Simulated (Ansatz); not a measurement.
This script makes an equation of state with a fit of NbRu, space group Pm-3m with Ansatz's Python interface.

The script, `nbru.py`:
```python
# -*- coding: utf-8 -*-
'''Bulk modulus of NbRu from an E(V) curve.'''

import argparse

import ansatz as az
import numpy as np
from scipy.optimize import curve_fit

parser = argparse.ArgumentParser(description='Bulk modulus of NbRu from an E(V) curve.')
parser.add_argument('--xc', default='r2SCAN', help='exchange-correlation functional')
parser.add_argument('--vdw', required=True, help='dispersion correction')
parser.add_argument('--filling', default='methfessel_paxton', help='how the bands are filled')
parser.add_argument('--width-ev', type=float, required=True, help='smearing width (eV)')
parser.add_argument('--tolerance', type=float, required=True, help='SCF tolerance (eV)')
parser.add_argument('--max-iterations', type=int, required=True, help='most SCF iterations')
parser.add_argument('--mesh', type=int, nargs=3, required=True, help='k-point sampling')
args = parser.parse_args()

VECTORS = np.array([
    [3.184, 0.0, 0.0],
    [0.0, 3.184, 0.0],
    [0.0, 0.0, 3.184],
])
SITES = [
    ('Nb', (0.0, 0.0, 0.0)),
    ('Ru', (0.5, 0.5, 0.5)),
]


def build(cell):
    crystal = az.Crystal(lattice=az.Lattice.of(cell))
    for symbol, position in SITES:
        crystal = crystal.atom(symbol, position)
    return crystal

def vinet(v, e0, v0, b0, b1):
    eta = (v / v0) ** (1 / 3)
    return e0 + 2 * b0 * v0 / (b1 - 1) ** 2 * (2 - (5 + 3 * b1 * (eta - 1) - 3 * eta) * np.exp(-1.5 * (b1 - 1) * (eta - 1)))


def main():
    # scale the volume, keep shape and fractions
    volumes, energies = [], []
    for scale in np.linspace(0.88, 1.12, 7):
        cell = VECTORS * scale ** (1 / 3)
        model = (
            build(cell).calculation()
            .functional(args.xc, dispersion=args.vdw)
            .pseudopotentials('nc')
            .occupations(args.filling, width=args.width_ev)
            .eigensolver('davidson', mixed_precision=False)
            .scf(tolerance=args.tolerance, max_iterations=args.max_iterations)
            .kpoints(*args.mesh)
        )
        report = model.run(threads=1).report
        volumes.append(abs(np.linalg.det(cell)) / len(SITES))
        energies.append(report['free_energy_ev'] / len(SITES))
        print(f'V = {volumes[-1]:8.4f} A^3/atom  F = {energies[-1]:.5f} eV/atom')

    guess = (min(energies), volumes[int(np.argmin(energies))], 0.5, 4.5)
    (e0, v0, b0, b1), _ = curve_fit(vinet, np.array(volumes), np.array(energies), p0=guess, maxfev=20000)
    print(f'Vinet fit: V0 = {v0:.4f} A^3/atom, B0 = {160.21766 * b0:.1f} GPa, B1 = {b1:.2f}')
    print('largest residual', round(1000 * float(np.abs(vinet(np.array(volumes), e0, v0, b0, b1) - energies).max()), 3), 'meV/atom')


if __name__ == '__main__':
    main()
```

Where does the minimum lie against the volume typed, and how stiff is the crystal?

A third-order Birch-Murnaghan fit through the 7 points (the script's own form differs a little) has its minimum at 15.66 Å³ an atom, 3.0 % below the typed cell, with a bulk modulus of 252 GPa. From that minimum the energy rises by 125.9 meV an atom on the compressed side and 227.6 meV on the expanded side.

The run itself:

Running `python nbru.py --vdw d4 --width-ev 0.2 --tolerance 1e-08 --max-iterations 100 --mesh 7 7 7` prints:
```text
DeckWarning: basis.ecutwfc = 1142.878222 eV, auto-derived from the records' recommended cutoffs: set by Ru (normal level)
V =  14.2027 A^3/atom  F = -2358.31688 eV/atom
V =  14.8483 A^3/atom  F = -2358.40677 eV/atom
V =  15.4939 A^3/atom  F = -2358.44148 eV/atom
V =  16.1395 A^3/atom  F = -2358.43176 eV/atom
V =  16.7850 A^3/atom  F = -2358.38628 eV/atom
V =  17.4306 A^3/atom  F = -2358.31227 eV/atom
V =  18.0762 A^3/atom  F = -2358.21519 eV/atom
Vinet fit: V0 = 15.6572 A^3/atom, B0 = 252.1 GPa, B1 = 4.27
largest residual 0.055 meV/atom
```
(Warnings from the package without file and line.)

These settings explore the input space; cutoff and mesh may be short of convergence. Such functionals run on norm-conserving files made under PBE, which can move pressures by some GPa. For a metal this k-point mesh is coarse: on a finer one energies can move by several to tens of meV an atom and pressures by half a GPa or more, differences at one mesh by less. This is a high-temperature or high-pressure form, not the ambient phase. The structure is a deposited one; some such entries were measured under pressure or heat, so a shift against it needn't be the functional's error alone. Hardware and time: 18 s on 1 thread of Intel(R) Xeon(R) 6975P-C (Granite Rapids), on a shared host, peak memory 0.45 GiB.
